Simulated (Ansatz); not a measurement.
# SiH₄ + NH₃ + HF: a complex and its separated parts

The complex below is one end of an elementary step. How strongly is it bound against its free parts?

Program: Ansatz 0.2.0, Gaussian basis. Level of theory: PBE0-D4/def2-TZVP structures, single points in def2-TZVPP, no counterpoise correction. These are calculated values, not measurements.

Levels: SPW92, PBE-D4, BLYP-D4, r2SCAN-D4, B97M-V, PBE0-D4, B3LYP-D4, r2SCAN0-D4, BHLYP-D4, CAM-B3LYP-D4, wB97X-V, wB97M-V, B2PLYP, PBE-QIDH, RPA on PBE, Hartree-Fock, MP2, CCSD, CCSD(T).

Correlated methods freeze the cores. B3LYP uses VWN-RPA correlation. B2PLYP carries no dispersion term here.

113 further runs of the same task are left out: 113 set aside as unsound or not needed.

### Step 1. The starting structure

The complex: 11 atoms, charge 0, spin multiplicity 1.

Atoms are counted from 1 here; the program's logs count them from 0.

Bond lengths: Si1–H2 1.480 Å, Si1–H3 1.491 Å, Si1–H4 1.487 Å, Si1–H5 1.482 Å, H6–N7 1.013 Å, N7–H10 1.013 Å, N7–H11 1.013 Å, H8–F9 0.968 Å. Angles: H2–Si1–H3 108.7°, H2–Si1–H4 110.7°, H2–Si1–H5 111.9°, H3–Si1–H4 107.0°, H3–Si1–H5 108.3°, H4–Si1–H5 110.2°, H6–N7–H10 107.9°, H6–N7–H11 107.9°, H10–N7–H11 107.6°.

As a file:

```
Si   -0.5854   -0.8660   -1.8091
H     0.3698   -1.9949   -1.7535
H    -0.9862   -0.6497   -3.2285
H     0.0596    0.3904   -1.3430
H    -1.8076   -1.1379   -1.0172
H     0.3131    1.4402    2.6086
N     0.5567    1.2071    1.6536
H     0.3653   -0.3586    1.3070
F     0.2373   -1.2827    1.0473
H    -0.0361    1.7520    1.0385
H     1.5134    1.5003    1.4961
```

Its parts: SiH₄ holds atoms 1, 2, 3, 4, 5; NH₃ holds atoms 6, 7, 10, 11; HF holds atoms 8, 9. Each part counts its atoms afresh in its own runs.

### Step 2. Relaxing SiH₄ alone

relax-a/in.yaml reads:

```yaml
crystal:
  periodic: [false, false, false]
  atoms:
    - {symbol: Si, position_ang: [-0.585406, -0.866015, -1.809123]}
    - {symbol: H, position_ang: [0.369824, -1.994903, -1.753475]}
    - {symbol: H, position_ang: [-0.986222, -0.649741, -3.228451]}
    - {symbol: H, position_ang: [0.059567, 0.390351, -1.342950]}
    - {symbol: H, position_ang: [-1.807600, -1.137919, -1.017176]}
basis:
  gaussian: {orbitals: def2-TZVP}
hamiltonian: {xc: pbe0, dispersion: d4}
relax: {f_tol: 0.005, max_steps: 200}
```

Command:

```sh
$ ansatz run in.yaml --threads 4 --pin off --events-out ev --progress --plain --max-ram 9574MiB
```

The runs that follow: Relaxing NH₃ alone; Relaxing HF alone; SPW92/def2-TZVPP; PBE-D4/def2-TZVPP; BLYP-D4/def2-TZVPP; r2SCAN-D4/def2-TZVPP; B97M-V/def2-TZVPP; PBE0-D4/def2-TZVPP; B3LYP-D4/def2-TZVPP; r2SCAN0-D4/def2-TZVPP; BHLYP-D4/def2-TZVPP; CAM-B3LYP-D4/def2-TZVPP; wB97X-V/def2-TZVPP; wB97M-V/def2-TZVPP; B2PLYP/def2-TZVPP; PBE-QIDH/def2-TZVPP; RPA on PBE/def2-TZVPP; CCSD(T)/def2-TZVPP; CCSD(T)/def2-QZVPP; Vibrations of SiH₄; Vibrations of NH₃; Vibrations of HF.

**Question.** What will these runs give? Wanted: complex less parts, CCSD(T)/def2-TZVPP; with zero-point energy; largest T1 diagnostic.

As calculated:

```
                              quantity         value
complex less parts, CCSD(T)/def2-TZVPP  -61.1 kJ/mol
                with zero-point energy  -45.2 kJ/mol
                 largest T1 diagnostic         0.011
```

In words: At CCSD(T) the complex lies 61.1 kJ/mol below its parts. Among the functionals B2PLYP lands nearest to CCSD(T) (-1.3 kJ/mol) and SPW92 farthest (-42.7 kJ/mol). Mean unsigned error by rung: LDA 42.7, GGA 12.3, meta-GGA 8.7, hybrid 8.7, range-separated hybrid 9.1, double hybrid 2.4 kJ/mol. PBE-D4 gives a relative energy 15.6 kJ/mol too low, outside chemical accuracy (1 kcal/mol, 4.2 kJ/mol). The complex's frequency run has imaginary modes: the structure is no minimum, so both the energy and the zero-point correction are in doubt. No counterpoise was applied, and triple zeta lacks some correlation, so the CCSD(T) reference has a basis error of its own, and close matches with it are partly luck.
